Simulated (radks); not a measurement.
**Excited configurations of Xe²⁺**

The task here is to estimate one member of a computed series from the others.

Method: Dirac Kohn-Sham, LDA (Slater exchange, Perdew-Wang correlation), spin-unpolarised, spherical densities, point nucleus; open shells fill j = l - 1/2 first. Code: radks (a radial shooting solver on a logarithmic mesh, Libxc functionals) version 1.

## The atom as given

```
element       : xenon (Z = 54)
charge        : +2
electrons     : 52
configuration : [Kr] 4d10 5s2 5p4
```

The first run:

The run's settings:

```text
Z 54
configuration [Kr] 4d10 5s2 5p4
relativity Dirac
functional lda,pw
spin unpolarised
j_filling energy
nucleus point
c 137.035999084
```

Among the steps run: Ground configuration: [Kr] 4d10 5s2 5p4.

One table of the session follows, with a row left open; its other results are not shown here.

It belongs to the step «Ground configuration: [Kr] 4d10 5s2 5p4». From the orbitals of this run (lengths in bohr):

| level | <r> | outermost maximum (interpolated) | 90 % within | nodes |
| --- | --- | --- | --- | --- |
| 4s1/2 | 0.7167 | 0.661 | 1.03 | 3 |
| 4p1/2 | 0.7456 | 0.677 | 1.09 | 2 |
| 4p3/2 | 0.7738 | 0.701 | 1.13 | 2 |
| 4d3/2 | ? | ? | ? | ? |
| 4d5/2 | 0.8802 | 0.752 | 1.34 | 1 |
| 5s1/2 | 1.783 | 1.59 | 2.57 | 4 |
| 5p1/2 | 2.034 | 1.78 | 2.97 | 3 |
| 5p3/2 | 2.115 | 1.85 | 3.09 | 3 |

Q: Estimate the row for 4d3/2 from the others.

The run gave: <r>: 0.8693; outermost maximum (interpolated): 0.743; 90 % within: 1.32; nodes: 1. In the column «<r>» it lies between 4p3/2 (0.7738) and 4d5/2 (0.8802).

Caveats from the session: Spin polarisation and multiplet splitting are left out, so open shells lie too high by an amount that depends on their filling.
